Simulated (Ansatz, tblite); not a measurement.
**Cyclo-(H2GeSe)2 (Ge₂H₄Se₂): charged states by level of theory**

Aim: the energy of removing and adding an electron for cyclo-(H2GeSe)2 (Ge₂H₄Se₂), by energy differences, and how well orbital energies stand in for it.

The runs use Ansatz 0.2.0, Gaussian basis; as each input shows.

Levels to be run: charge +1 doublet, at the geometry of the singlet (PBE0-D4/def2-TZVP, PBE-D4/def2-TZVP, revPBE-D4/def2-TZVP); charge -1 doublet, at the geometry of the singlet (PBE0-D4/def2-TZVPD, PBE-D4/def2-TZVPD, revPBE-D4/def2-TZVPD); the starting singlet's energies come from earlier runs.

2 further runs of the same task are left out: 2 set aside as unsound or not needed.

### 1 The geometry

The singlet was relaxed beforehand with PBE-D4/def2-SVP.

8 atoms, charge 0, spin multiplicity 1.

Atoms are counted from 1 here; the program's logs count them from 0.

Bond lengths: Ge1–H2 1.555 Å, Ge1–H3 1.555 Å, Ge1–Se4 2.393 Å, Ge1–Se8 2.393 Å, Se4–Ge5 2.393 Å, Ge5–H6 1.555 Å, Ge5–H7 1.555 Å, Ge5–Se8 2.393 Å. Angles: H2–Ge1–H3 110.2°, H2–Ge1–Se4 111.9°, H2–Ge1–Se8 111.9°, H3–Ge1–Se4 111.8°, H3–Ge1–Se8 111.8°, Se4–Ge1–Se8 98.8°, Ge1–Se4–Ge5 81.2°, Se4–Ge5–H6 111.8°, Se4–Ge5–H7 111.9°, Se4–Ge5–Se8 98.8°, H6–Ge5–H7 110.2°, H6–Ge5–Se8 111.8°, H7–Ge5–Se8 111.9°, Ge1–Se8–Ge5 81.2°.

### 2 Charge +1 doublet at the fixed geometry, PBE0-D4/def2-TZVP

in.yaml

```yaml
crystal:
  periodic: [false, false, false]
  atoms:
    - {symbol: Ge, position_ang: [-1.094620, -0.087337, 1.103454]}
    - {symbol: H, position_ang: [-1.139689, -1.150183, 2.237121]}
    - {symbol: H, position_ang: [-2.304019, 0.881569, 1.227983]}
    - {symbol: Se, position_ang: [0.989047, 1.089218, 1.067352]}
    - {symbol: Ge, position_ang: [1.094903, 0.086849, -1.103210]}
    - {symbol: H, position_ang: [1.129634, 1.154754, -2.232505]}
    - {symbol: H, position_ang: [2.308154, -0.875866, -1.237663]}
    - {symbol: Se, position_ang: [-0.983400, -1.099004, -1.062521]}
basis:
  gaussian: {orbitals: def2-TZVP}
total_charge: 1
magnetization: {spin_polarized: true, initial_magnetization: 1}
hamiltonian: {xc: pbe0, dispersion: d4}
scf: {omitted_lower_state_checks: [starts]}
output: {orbitals: {seedname: orbitals}}
```

On the command line:

```
$ ansatz run in.yaml --threads 4 --pin off --events-out ev --progress --plain --max-ram 8704MiB
```

The log of the run:

```text
Functional definition: PBE0
  name "PBE0"
  cite "Adamo & Barone, J. Chem. Phys. 110, 6158 (1999) doi:10.1063/1.478522"
  cite "Perdew, Burke & Ernzerhof, Phys. Rev. Lett. 77, 3865 (1996) doi:10.1103/PhysRevLett.77.3865"
  parent pbe
  parameter a = 0.25
  parameter kappa = 0.804
  parameter beta = 0.06672455060314922
  exchange = (1 - a)*pbe_x(kappa = kappa, mu = beta*pi^2/3) + a*exact_x
  correlation = pbe_c(beta = beta)
these checks for a lower state are left out or cut short: starts
1518 factors; integrals over basis functions are off by at most 8.1e-4 eV
mean field evaluation 1: about -243764.2267 eV, gradient 1.6e1 eV
mean field evaluation 2: about -243764.3961 eV, gradient 1.6e1 eV
mean field evaluation 4: about -243765.1699 eV, gradient 5.3e-1 eV
mean field evaluation 8: about -243765.2574 eV, gradient 3.9e-2 eV
mean field evaluation 16: about -243765.2574 eV, gradient 1.1e-4 eV
mean field -243765.25739019 eV, -8958.2079790635 hartree, gradient 3.9e-6 eV, S^2 0.754441; 0 other end points of the search recorded, 0 dependent functions left out
reference -243765.25742188 eV, -8958.2079802282 hartree; 68, 67 occupied and 148, 149 virtual orbitals, 1518 factors
Total energy: -243765.49910169 eV, -8958.2168617975 hartree
Checks for a lower state left out: starts
```

It took 9 s on 4 threads of Intel Xeon 6975P-C, shared host; peak memory 1.2 GiB.

From the report: HOMO -11.64 eV, LUMO -10.55 eV (over both spins); ⟨S²⟩ 0.754 (pure: 0.75).

### 3 Charge +1 doublet at the fixed geometry, PBE-D4/def2-TZVP

start.molden holds the orbitals of an earlier run on this state, given as this run's starting guess.

Changes to in.yaml since step 2:

```diff
@@ -12,6 +12,6 @@
 basis:
-  gaussian: {orbitals: def2-TZVP}
+  gaussian: {orbitals: def2-TZVP, initial_orbitals: start.molden}
 total_charge: 1
 magnetization: {spin_polarized: true, initial_magnetization: 1}
-hamiltonian: {xc: pbe0, dispersion: d4}
+hamiltonian: {xc: pbe, dispersion: d4}
 scf: {omitted_lower_state_checks: [starts]}
```

Launched as before.

The log of the run:

```text
Functional definition: PBE
  name "PBE"
  cite "Perdew, Burke & Ernzerhof, Phys. Rev. Lett. 77, 3865 (1996) doi:10.1103/PhysRevLett.77.3865"
  parent pbe
  parameter kappa = 0.804
  parameter beta = 0.06672455060314922
  exchange = pbe_x(kappa = kappa, mu = beta*pi^2/3)
  correlation = pbe_c(beta = beta)
these checks for a lower state are left out or cut short: starts
1666 factors; their error is unknown
mean field evaluation 1: about -243758.2831 eV, gradient 1.1e1 eV
mean field evaluation 2: about -243758.4682 eV, gradient 2.4e-1 eV
mean field evaluation 4: about -243758.3889 eV, gradient 1.1e-3 eV
mean field evaluation 8: about -243758.3889 eV, gradient 2.1e-5 eV
mean field -243758.38886145 eV, -8957.9555652879 hartree, gradient 2.1e-5 eV, S^2 0.751901; 0 other end points of the search recorded, 0 dependent functions left out
reference -243758.38890439 eV, -8957.9555668659 hartree; 68, 67 occupied and 148, 149 virtual orbitals, 1666 factors
Total energy: -243758.67047662 eV, -8957.9659144547 hartree
Checks for a lower state left out: starts
```

It took 3.5 s on 4 threads of Intel Xeon 6975P-C, shared host.

HOMO -11.01 eV, LUMO -10.90 eV (over both spins); ⟨S²⟩ 0.752 (pure: 0.75).

### 4 Charge +1 doublet at the fixed geometry, revPBE-D4/def2-TZVP

Changes to in.yaml since step 3:

```diff
@@ -15,3 +15,3 @@
 magnetization: {spin_polarized: true, initial_magnetization: 1}
-hamiltonian: {xc: pbe, dispersion: d4}
+hamiltonian: {xc: {name: revPBE}, dispersion: d4}
 scf: {omitted_lower_state_checks: [starts]}
```

Launched as before.

The log of the run:

```text
Functional definition: revPBE
  name "revPBE"
  cite "Zhang & Yang, Phys. Rev. Lett. 80, 890 (1998) doi:10.1103/PhysRevLett.80.890"
  cite "Perdew, Burke & Ernzerhof, Phys. Rev. Lett. 77, 3865 (1996) doi:10.1103/PhysRevLett.77.3865"
  parameter kappa = 1.245
  parameter beta = 0.06672455060314922
  exchange = pbe_x(kappa = kappa, mu = beta*pi^2/3)
  correlation = pbe_c(beta = beta)
these checks for a lower state are left out or cut short: starts
1666 factors; their error is unknown
mean field evaluation 1: about -243775.6362 eV, gradient 9.9e0 eV
mean field evaluation 2: about -243775.7860 eV, gradient 2.0e-1 eV
mean field evaluation 4: about -243775.7063 eV, gradient 7.2e-4 eV
mean field evaluation 8: about -243775.7063 eV, gradient 1.7e-5 eV
mean field -243775.70627387 eV, -8958.5919684563 hartree, gradient 1.7e-5 eV, S^2 0.752028; 0 other end points of the search recorded, 0 dependent functions left out
reference -243775.70632732 eV, -8958.5919704204 hartree; 68, 67 occupied and 148, 149 virtual orbitals, 1666 factors
Total energy: -243776.31356262 eV, -8958.6142859061 hartree
Checks for a lower state left out: starts
```

Run time: 3.4 s. Hardware: 4 threads of Intel Xeon 6975P-C, shared host.

HOMO -10.96 eV, LUMO -10.86 eV (over both spins); ⟨S²⟩ 0.752 (pure: 0.75).

### 5 Vertical ionisation energy

Charged state less starting state, singlet to doublet; the starting state's energies are those of its earlier runs.

| level | vertical ionisation energy (eV) | time |
| --- | --- | --- |
| PBE-D4/def2-TZVP | +8.42 | 5.4 s |
| revPBE-D4/def2-TZVP | +8.42 | 5.4 s |
| PBE0-D4/def2-TZVP | +8.81 | 14 s |

Times add the two runs; a level without a time comes out of a correlated run.

Beside −ε(HOMO) of the starting state:

| level | −ε(HOMO) (eV) | by difference (eV) | mismatch (eV) |
| --- | --- | --- | --- |
| PBE-D4/def2-TZVP | 5.91 | 8.42 | -2.51 |
| revPBE-D4/def2-TZVP | 5.87 | 8.42 | -2.55 |
| PBE0-D4/def2-TZVP | 7.04 | 8.81 | -1.77 |

### 6 Charge -1 doublet at the fixed geometry, PBE0-D4/def2-TZVPD

Changes to in.yaml since step 4:

```diff
@@ -12,6 +12,6 @@
 basis:
-  gaussian: {orbitals: def2-TZVP, initial_orbitals: start.molden}
-total_charge: 1
+  gaussian: {orbitals: def2-TZVPD}
+total_charge: -1
 magnetization: {spin_polarized: true, initial_magnetization: 1}
-hamiltonian: {xc: {name: revPBE}, dispersion: d4}
+hamiltonian: {xc: pbe0, dispersion: d4}
 scf: {omitted_lower_state_checks: [starts]}
```

Same command.

The log of the run, cut to the lines that bear on the results:

```text
Functional definition: PBE0
  name "PBE0"
  cite "Adamo & Barone, J. Chem. Phys. 110, 6158 (1999) doi:10.1063/1.478522"
  cite "Perdew, Burke & Ernzerhof, Phys. Rev. Lett. 77, 3865 (1996) doi:10.1103/PhysRevLett.77.3865"
  parent pbe
[...]
1740 factors; integrals over basis functions are off by at most 8.6e-4 eV
[...]
mean field -243774.51571460 eV, -8958.5482162102 hartree, gradient 2.0e-5 eV, S^2 0.752878; 0 other end points of the search recorded, 0 dependent functions left out
reference -243774.51576201 eV, -8958.5482179523 hartree; 69, 68 occupied and 189, 190 virtual orbitals, 1740 factors
Total energy: -243774.80611158 eV, -8958.5588881024 hartree
Checks for a lower state left out: starts
```

Run time: 15 s. Hardware: 4 threads of Intel Xeon 6975P-C, shared host; peak memory 1.5 GiB.

From the report: HOMO 0.94 eV, LUMO 2.42 eV (over both spins); ⟨S²⟩ 0.753 (pure: 0.75). Doubts: highest occupied level lies above zero.

### 7 Charge -1 doublet at the fixed geometry, PBE-D4/def2-TZVPD

Changes to in.yaml since step 6:

```diff
@@ -12,6 +12,6 @@
 basis:
-  gaussian: {orbitals: def2-TZVPD}
+  gaussian: {orbitals: def2-TZVPD, initial_orbitals: start.molden}
 total_charge: -1
 magnetization: {spin_polarized: true, initial_magnetization: 1}
-hamiltonian: {xc: pbe0, dispersion: d4}
+hamiltonian: {xc: pbe, dispersion: d4}
 scf: {omitted_lower_state_checks: [starts]}
```

Same command.

The log of the run:

```text
Functional definition: PBE
  name "PBE"
  cite "Perdew, Burke & Ernzerhof, Phys. Rev. Lett. 77, 3865 (1996) doi:10.1103/PhysRevLett.77.3865"
  parent pbe
  parameter kappa = 0.804
  parameter beta = 0.06672455060314922
  exchange = pbe_x(kappa = kappa, mu = beta*pi^2/3)
  correlation = pbe_c(beta = beta)
these checks for a lower state are left out or cut short: starts
1796 factors; their error is unknown
mean field evaluation 1: about -243767.2472 eV, gradient 1.1e1 eV
mean field evaluation 2: about -243767.4318 eV, gradient 2.3e-1 eV
mean field evaluation 4: about -243767.3975 eV, gradient 1.7e-3 eV
mean field evaluation 8: about -243767.3975 eV, gradient 2.2e-5 eV
mean field -243767.39750722 eV, -8958.2866269137 hartree, gradient 2.2e-5 eV, S^2 0.751062; 0 other end points of the search recorded, 0 dependent functions left out
reference -243767.39756841 eV, -8958.2866291624 hartree; 69, 68 occupied and 189, 190 virtual orbitals, 1796 factors
Total energy: -243767.73496700 eV, -8958.2990283321 hartree
Checks for a lower state left out: starts
```

Run time: 6 s. Hardware: 4 threads of Intel Xeon 6975P-C, shared host; peak memory 0.63 GiB.

HOMO 1.35 eV, LUMO 1.69 eV (over both spins); ⟨S²⟩ 0.751 (pure: 0.75). Doubts: highest occupied level lies above zero.

### 8 Charge -1 doublet at the fixed geometry, revPBE-D4/def2-TZVPD

Changes to in.yaml since step 7:

```diff
@@ -15,3 +15,3 @@
 magnetization: {spin_polarized: true, initial_magnetization: 1}
-hamiltonian: {xc: pbe, dispersion: d4}
+hamiltonian: {xc: {name: revPBE}, dispersion: d4}
 scf: {omitted_lower_state_checks: [starts]}
```

Launched as before.

The log of the run:

```text
Functional definition: revPBE
  name "revPBE"
  cite "Zhang & Yang, Phys. Rev. Lett. 80, 890 (1998) doi:10.1103/PhysRevLett.80.890"
  cite "Perdew, Burke & Ernzerhof, Phys. Rev. Lett. 77, 3865 (1996) doi:10.1103/PhysRevLett.77.3865"
  parameter kappa = 1.245
  parameter beta = 0.06672455060314922
  exchange = pbe_x(kappa = kappa, mu = beta*pi^2/3)
  correlation = pbe_c(beta = beta)
these checks for a lower state are left out or cut short: starts
1796 factors; their error is unknown
mean field evaluation 1: about -243784.4871 eV, gradient 9.9e0 eV
mean field evaluation 2: about -243784.6349 eV, gradient 1.9e-1 eV
mean field evaluation 4: about -243784.6003 eV, gradient 1.2e-3 eV
mean field evaluation 8: about -243784.6003 eV, gradient 1.5e-5 eV
mean field -243784.60032287 eV, -8958.9188187284 hartree, gradient 1.5e-5 eV, S^2 0.751213; 0 other end points of the search recorded, 0 dependent functions left out
reference -243784.60039753 eV, -8958.9188214720 hartree; 69, 68 occupied and 189, 190 virtual orbitals, 1796 factors
Total energy: -243785.34759170 eV, -8958.9462803513 hartree
Checks for a lower state left out: starts
```

It took 5.5 s on 4 threads of Intel Xeon 6975P-C, shared host; peak memory 0.63 GiB.

From the report: HOMO 1.43 eV, LUMO 1.76 eV (over both spins); ⟨S²⟩ 0.751 (pure: 0.75). Doubts: highest occupied level lies above zero.

### 9 Vertical electron affinity

Starting state less charged state (positive: the electron is bound), singlet to doublet; the starting state's energies are those of its earlier runs.

| level | vertical electron affinity (eV) | time |
| --- | --- | --- |
| PBE-D4/def2-TZVPD | +0.59 | 9 s |
| revPBE-D4/def2-TZVPD | +0.56 | 8.7 s |
| PBE0-D4/def2-TZVPD | +0.45 | 22 s |

Times add the two runs; a level without a time comes out of a correlated run.

Beside −ε(LUMO) of the starting state:

| level | −ε(LUMO) (eV) | by difference (eV) | mismatch (eV) |
| --- | --- | --- | --- |
| PBE-D4/def2-TZVPD | 2.64 | 0.59 | +2.04 |
| revPBE-D4/def2-TZVPD | 2.56 | 0.56 | +1.99 |
| PBE0-D4/def2-TZVPD | 1.84 | 0.45 | +1.40 |

### 10 Results

| quantity | value |
| --- | --- |
| vertical ionisation energy, functionals in def2-TZVP | 8.42 (revPBE-D4) to 8.81 eV (PBE0-D4) |
| vertical electron affinity, functionals in def2-TZVPD | 0.45 (PBE0-D4) to 0.59 eV (PBE-D4) |

The vertical ionisation energy spans 8.42 to 8.81 eV over the functionals. −ε(HOMO) misses the level's own difference by -1.77 eV at best (PBE0-D4) and -2.55 eV at worst (revPBE-D4). The vertical electron affinity spans 0.45 to 0.59 eV over the functionals. The anion's highest level lies above zero where self-interaction lifts it, so diffuse functions weigh on these values. −ε(LUMO) misses the level's own difference by +1.40 eV at best (PBE0-D4) and +2.04 eV at worst (PBE-D4).
